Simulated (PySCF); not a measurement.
# F4H6P2Ti (trans-Ti(PH3)2F4): the cost of one run

Computed with PySCF 2.14.0, with density-fitted response routines of our own, on a single molecule in the gas phase. Atoms count from 0, in the outputs and in this text.

## Step 1: The molecule as given

13 atoms, charge 0, multiplicity 1; geometry from: GFN2-xTB. The atoms were then displaced at random by about 0.03 Å, so the start is not that level's minimum.

Bonds of the start (Å): Ti0–P1 2.66, Ti0–P5 2.69, Ti0–F9 1.68, Ti0–F10 1.84, Ti0–F11 1.83, Ti0–F12 1.65, P1–H2 1.37, P1–H3 1.45, P1–H4 1.37, P5–H6 1.41, P5–H7 1.36, P5–H8 1.35.

## Step 2: Geometry optimisation at PBE0-D3(BJ)/def2-SVP

Job settings and geometry (Å):

```
{"job": {"xc": "PBE0", "basis": "def2-SVP", "d3": "d3bj", "grid": 1, "maxiter": 40, "shake": 0.03, "kind": "geom"}, "charge": 0, "multiplicity": 1}
Ti     0.073100    -0.103560     0.011910
P     -0.042360    -0.016290     2.663200
H      0.331720     1.094450     3.379750
H      0.860350    -0.892970     3.375000
H     -1.180210    -0.235300     3.395980
P     -0.005650    -0.002780    -2.677140
H      1.145520     0.366630    -3.410920
H     -0.808370     0.883660    -3.326540
H     -0.306030    -1.081410    -3.432520
F      1.719010    -0.023930     0.361040
F     -1.742620    -0.011930     0.273160
F      0.052020     1.693450    -0.306410
F     -0.065860    -1.722140    -0.284330
```

Run with:

```console
> OMP_NUM_THREADS=1 python probes_run.py task.json out
```

The driver reads the jobs from task.json and runs them one after another.

**Question.** How long does this first job take on 1 thread of Arm Neoverse V1, shared host, and how much memory does it need?

About 3.7 min, with a peak of 0.63 GiB.
